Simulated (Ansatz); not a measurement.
Runs of Ansatz 0.2.0 on EuMo. The structure is cubic, space group Pm-3m (No. 221). Conventional cell: a = 3.531 Å, b = 3.531 Å, c = 3.531 Å, α = 90.00°, β = 90.00°, γ = 90.00°. Around Eu (site symmetry m-3m) lie 8 Mo at 3.06 Å. Mo (site symmetry m-3m) has 8 Eu at 3.06 Å as nearest neighbours. The cell was built by a generator and needn't be a form met in nature.

| level | gap on the mesh (eV) | pressure (GPa) | moment (μB) | relaxed volume (Å³/atom) |
| --- | --- | --- | --- | --- |
| RPBE | none | 0.0 | 3.93 | 24.91 |
| LDA | none | 0.0 | 6.12 | 19.46 |
| PBEsol | none | 0.0 | 5.90 | 20.25 |
| BLYP | none | 0.0 | 4.40 | 24.60 |
| PBE | none | 0.0 | (b) | (a) |

Alike in all rows: task relaxation of cell and atoms; potentials or basis Ansatz PAW; spin collinear, ferromagnetic start; cell relaxed; k mesh 6 × 6 × 6; cutoff (eV) 420; smearing fermi-dirac 0.05 eV.

Question: Fill in the values left out.

Answer: (a) 21.87; (b) 5.51.

Caveats: the plane-wave basis is chosen anew once the cell has moved, so the energies of steps on either side of that aren't comparable; spin-orbit coupling is left out, which moves the levels of the heavy elements; without U or exact exchange the open f shell lies at the Fermi level, which spoils levels, moments and volumes; the PAW data sets come from PBE, with cores solved anew for the run's functional, which leaves a small shift of forces and pressure (some runs); the potentials were made for another functional, which shifts forces and pressure (some runs).

A k mesh can miss the band edges, and the runs leave out spin-orbit coupling on Eu, Mo.

A gap of «none» marks a metal or a gap under the smearing width.

Not every run made on this cell is shown here.
